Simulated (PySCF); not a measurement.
# C₃H₈S₂Si: geometry, electronic excitations

Aim: predict the electronic excitations of C₃H₈S₂Si (`CS/C=C\S[SiH3]`).

The runs use PySCF 2.14.0, with density-fitted response routines of our own; the level of theory stands in each step. All values are computed, except where a source is named. Atoms count from 0, in the outputs and in this text.

## (1) The molecule as given

14 atoms, charge 0, multiplicity 1; geometry from: GFN2-xTB.

Bonds of the start (Å): C0–S1 1.82, S1–C2 1.76, C2–C3 1.33, C3–S4 1.75, S4–Si5 2.16, C0–H6 1.09, C0–H7 1.08, C0–H8 1.09, C2–H9 1.08, C3–H10 1.08, Si5–H11 1.46, Si5–H12 1.45, Si5–H13 1.46.

## (2) Optimising the geometry at PBE0-D3(BJ)/def2-SVP

Job settings and geometry (Å):

```
{"job": {"xc": "PBE0", "basis": "def2-SVP", "d3": "d3bj", "grid": 1, "kind": "geom"}, "charge": 0, "multiplicity": 1}
C     -2.336683    -0.005077    -0.778763
S     -0.794274     0.950426    -0.639866
C     -0.517574     0.784116     1.085543
C      0.653170     0.871172     1.708333
S      2.251308     1.119477     1.038922
Si     2.291707     0.073644    -0.851828
H     -2.155493    -1.036953    -0.491774
H     -2.638641     0.044758    -1.819616
H     -3.100348     0.442763    -0.148969
H     -1.422869     0.633629     1.654111
H      0.683480     0.830208     2.786607
H      1.522008    -1.152206    -0.692738
H      1.846452     0.936035    -1.933134
H      3.717077    -0.212441    -0.938994
```

**Question.** This job is followed by: TDDFT PBE0/aug-cc-pVDZ, vertical, gas phase, core orbitals frozen in the response; TDDFT PBE0/6-31+G*, vertical, gas phase, core orbitals frozen in the response. What will the session give for the following? point group; rotational constants (main isotopes); lowest singlet (PBE0/aug-cc-pVDZ); lowest triplet; range of the lowest singlet.

The runs gave:

| quantity | value |
| --- | --- |
| point group | C1 |
| rotational constants (main isotopes) | 2.79, 1.31, 0.98 GHz |
| lowest singlet (PBE0/aug-cc-pVDZ) | 4.53 eV (274 nm), f = 0.083 |
| lowest triplet | 3.40 eV |
| range of the lowest singlet | 4.53 to 4.59 eV |

In words: The optimisation took 11 steps and gained 0.140 eV; among the close pairs (by a distance rule), Si5–H13 changed most, from 1.456 to 1.497 Å. The first singlet state (HOMO→LUMO 0.90) lies at 4.53 eV and is bright. The lowest triplet lies 1.13 eV below the lowest singlet (triplets in Tamm-Dancoff, singlets in full TDDFT). The lowest singlet runs from 4.53 eV (PBE0/aug-cc-pVDZ) to 4.59 eV (PBE0/6-31+G*), while the orbital gap spans 5.54 to 5.60 eV. The lowest state need not be the same one in every run.
